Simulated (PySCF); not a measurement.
# B3H12Pb (Pb(BH4)3+): the cost of one run

Program: PySCF 2.14.0. Level of theory: TPSS, Pb def2-SVP with ECP60, B def2-SVP, H def2-SVP; scalar-relativistic core potentials, no spin–orbit coupling. These are calculated values, not measurements.

4 further runs of the same task are left out: 2 for a known fault of the program, 1 that didn't finish, 1 set aside as unsound or not needed.

**1. Starting geometry**

16 atoms, charge 1, spin multiplicity 1.

Bond lengths: Pb1–B2 2.389 Å, Pb1–B7 2.461 Å, Pb1–H9 2.085 Å, Pb1–H11 2.085 Å, Pb1–B12 2.467 Å, Pb1–H14 2.070 Å, Pb1–H16 2.070 Å, B2–H3 1.446 Å, B2–H4 1.196 Å, B2–H5 1.443 Å, B2–H6 1.196 Å, H3–H5 0.828 Å, B7–H8 1.209 Å, B7–H9 1.302 Å, B7–H10 1.206 Å, B7–H11 1.302 Å, B12–H13 1.205 Å, B12–H14 1.306 Å and more. Angles: B2–Pb1–B7 127.4°, B2–Pb1–H9 126.1°, B2–Pb1–H11 126.1°, B2–Pb1–B12 120.0°, B2–Pb1–H14 117.5°, B2–Pb1–H16 117.5°, B7–Pb1–H9 31.9°, B7–Pb1–H11 31.9°, B7–Pb1–B12 112.6°, B7–Pb1–H14 106.6°, B7–Pb1–H16 106.6°, H9–Pb1–H11 62.8°, H9–Pb1–B12 103.9°, H9–Pb1–H14 83.9°, H9–Pb1–H16 116.3°, H11–Pb1–B12 103.9°, H11–Pb1–H14 116.3°, H11–Pb1–H16 83.9° and more.

As a file:

```xyz
16
B3H12Pb
Pb    0.6074    0.0000    0.0414
B    -0.1698    0.0000    2.3009
H    -1.5943    0.0000    2.5463
H     0.1084    1.0778    2.7384
H    -1.4927    0.0000    1.7248
H     0.1084   -1.0778    2.7384
B    -0.7539    0.0000   -2.0090
H    -0.3073    0.0000   -3.1326
H    -0.2109   -1.0862   -1.5392
H    -1.9138    0.0000   -1.6801
H    -0.2109    1.0862   -1.5392
B     3.0288    0.0000   -0.4306
H     3.6840    0.0000    0.5805
H     2.3147   -1.0922   -0.3812
H     3.4049    0.0000   -1.5778
H     2.3147    1.0922   -0.3812
```

Formal oxidation states: Pb +4. An earlier session relaxed this geometry at TPSS, Pb def2-SVP with ECP60, B def2-SVP, H def2-SVP (singlet, point group Cs).

Its energy there is -274.154082 Eh.

**2. Atoms moved at random, σ = 0.1 Å**

Contents of run.py (the lines that set the calculation):

```python
mol = gto.M(atom='''
Pb     0.57220    -0.08195     0.03312
B     -0.15000    -0.00403     2.38133
H     -1.53301    -0.08300     2.43641
H      0.07366     1.05743     2.74817
H     -1.48106    -0.09670     1.69838
H      0.13674    -1.10387     2.75289
B     -0.76977     0.05493    -1.98569
H     -0.36824     0.04195    -3.06744
H     -0.28828    -0.96948    -1.40416
H     -1.94858    -0.01605    -1.65062
H     -0.32676     1.06763    -1.60752
B      3.12190     0.04979    -0.43920
H      3.58907    -0.06164     0.63147
H      2.42692    -1.18034    -0.51821
H      3.49645     0.04174    -1.57169
H      2.36657     1.28359    -0.43724''',
    basis={'Pb': 'def2-SVP', 'B': 'def2-SVP', 'H': 'def2-SVP'},
    ecp={'Pb': 'def2-SVP'},
    charge=1, spin=0)
mf = dft.RKS(mol, xc='TPSS')
mf.grids.atom_grid = (50, 194)
mf = mf.density_fit()  # fitting sets: Pb def2-universal-JKFIT, B def2-universal-JKFIT, H def2-universal-JKFIT
mf.conv_tol = 1e-08; mf.max_cycle = 55
mf.kernel(dm0)  # dm0: the density of the relaxed state
```

Launch:

```
$ OMP_NUM_THREADS=2 python run.py
```

**Question.** How long does this run take on 2 threads of Arm Neoverse V1, shared host?

About 11 s.
